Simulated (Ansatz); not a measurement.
# C2H5BO: the cost of one run

Program: Ansatz 0.2.0, Gaussian basis. Level of theory: the settings change from run to run. These are calculated values, not measurements.

### Step 1. The relaxed structure

The geometry comes from an earlier relaxation with PBE0-D4 in a triple-zeta def2 set; it is a stationary point, not always the lowest conformer.

SMILES `CBC=O`, 9 atoms, charge 0, spin multiplicity 1.

Atoms are counted from 1 here; the program's logs count them from 0.

Bond lengths: C1–B2 1.550 Å, C1–H5 1.103 Å, C1–H6 1.091 Å, C1–H7 1.092 Å, B2–C3 1.573 Å, B2–H8 1.199 Å, C3–O4 1.214 Å, C3–H9 1.117 Å. Angles: B2–C1–H5 105.1°, B2–C1–H6 114.7°, B2–C1–H7 113.6°, H5–C1–H6 106.8°, H5–C1–H7 105.6°, H6–C1–H7 110.2°, C1–B2–C3 121.7°, C1–B2–H8 121.5°, C3–B2–H8 116.8°, B2–C3–O4 116.5°, B2–C3–H9 124.0°, O4–C3–H9 119.4°.

### Step 2. CCSD(T)/def2-mTZVP

This run has correlated electrons set to outside_noble_gas, the search for lower states set to off.

in.yaml

```yaml
crystal:
  periodic: [false, false, false]
  atoms:
    - {symbol: C, position_ang: [-0.548817, 0.782712, -0.754731]}
    - {symbol: B, position_ang: [0.359588, -0.387114, -0.297879]}
    - {symbol: C, position_ang: [0.503654, -0.778704, 1.219197]}
    - {symbol: O, position_ang: [1.342807, -0.176487, 1.857400]}
    - {symbol: H, position_ang: [-1.489092, 0.306931, -1.079402]}
    - {symbol: H, position_ang: [-0.809611, 1.491869, 0.032488]}
    - {symbol: H, position_ang: [-0.170591, 1.313755, -1.630251]}
    - {symbol: H, position_ang: [1.001598, -1.026062, -1.083635]}
    - {symbol: H, position_ang: [-0.101037, -1.573200, 1.719714]}
basis:
  gaussian: {orbitals: def2-mTZVP}
hamiltonian: {xc: {name: HF}}
correlation: {method: ccsd_t, electrons: outside_noble_gas}
scf: {lower_state_search: off}
```

Launch:

```bash
$ ansatz run in.yaml --threads 2 --pin off --events-out ev --progress --plain --max-ram 4352MiB
```

**Question.** How long does this run take on 2 threads of AMD EPYC, shared host, and how much memory does it need?

About 14 s, with a peak of 0.4 GiB.
